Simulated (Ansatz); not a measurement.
# CoO, 2 atoms: a relaxation on CPU cores

The task is to move CoO in a cell of 2 atoms to a minimum of the energy. How long does it take, and what comes out?

Computed with Ansatz 0.2 development build (DFT, PBE, PAW hard, scalar-relativistic, unless a step's input says otherwise).

### Step 1. The structure to begin with

Symmetry: Fm-3m, No. 225, cubic system. The conventional cell has a = 3.882 Å, b = 3.882 Å, c = 3.882 Å, α = 90.00°, β = 90.00°, γ = 90.00°. Co (site symmetry m-3m) has 6 O at 1.94 Å as nearest neighbours. O (site symmetry m-3m) is surrounded by 6 Co at 1.94 Å.

Coordinates:

```
CELL_PARAMETERS angstrom
0.00000 1.94120 1.94120
1.94120 0.00000 1.94120
1.94120 1.94120 0.00000
ATOMIC_POSITIONS crystal
Co 0.00000 0.00000 0.00000
O 0.50000 0.50000 0.50000
```

### Step 2. The calculation

File input.yaml:

```yaml
crystal:
  lattice:
    - [0.0, 1.9412, 1.9412]
    - [1.9412, 0.0, 1.9412]
    - [1.9412, 1.9412, 0.0]
  atoms:
    - { symbol: Co, position: [0.0, 0.0, 0.0], spin: 1.7 }
    - { symbol: O, position: [0.5, 0.5, 0.5] }
hamiltonian:
  xc: pbe
  pseudopotentials: { kind: paw }
  dispersion: none
kpoints:
  mp_grid: { kspacing: 0.2 }
magnetization:
  spin_polarized: true
relax:
  cell: {}
scf:
  occupations: { method: fermi_dirac, width: "0.1 eV" }
  lower_state_search: standard
```

Launch:

```console
> ansatz run input.yaml --threads 4 --max-ram=10GiB --backend cpu --events-out ev
```

**Question.** What will these runs give? Wanted: free energy; electrons solved for; SCF passes in all; total and absolute magnetisation; site moments; largest force; pressure; energy from the first step to the last.

As calculated:

```
                              quantity                                                     value
                           free energy                        -5692.3346 eV (-2846.1673 eV/atom)
                  electrons solved for                                                        23
                     SCF passes in all                                                       110
      total and absolute magnetisation                                             2.85, 2.86 μB
                          site moments                                      Co +2.44, O +0.29 μB
                         largest force                                                0.000 eV/Å
                              pressure                                                  0.03 GPa
energy from the first step to the last   -378.2 meV/atom (a search of other states lies between)
                             wall time  53 s (4 threads of Arm Neoverse V2 (Grace), shared host)
```

**Reading.** The largest share of the engine's clock (86 %) was the work after the first SCF. The state found has moments that add up almost wholly. Another start could end lower. With one magnetic atom in the cell no antiparallel order can form. Forces vanish by symmetry, so the stress drives the 8 steps: the pressure went from 60.47 to 0.03 GPa, and the volume changed by +30.8 %.
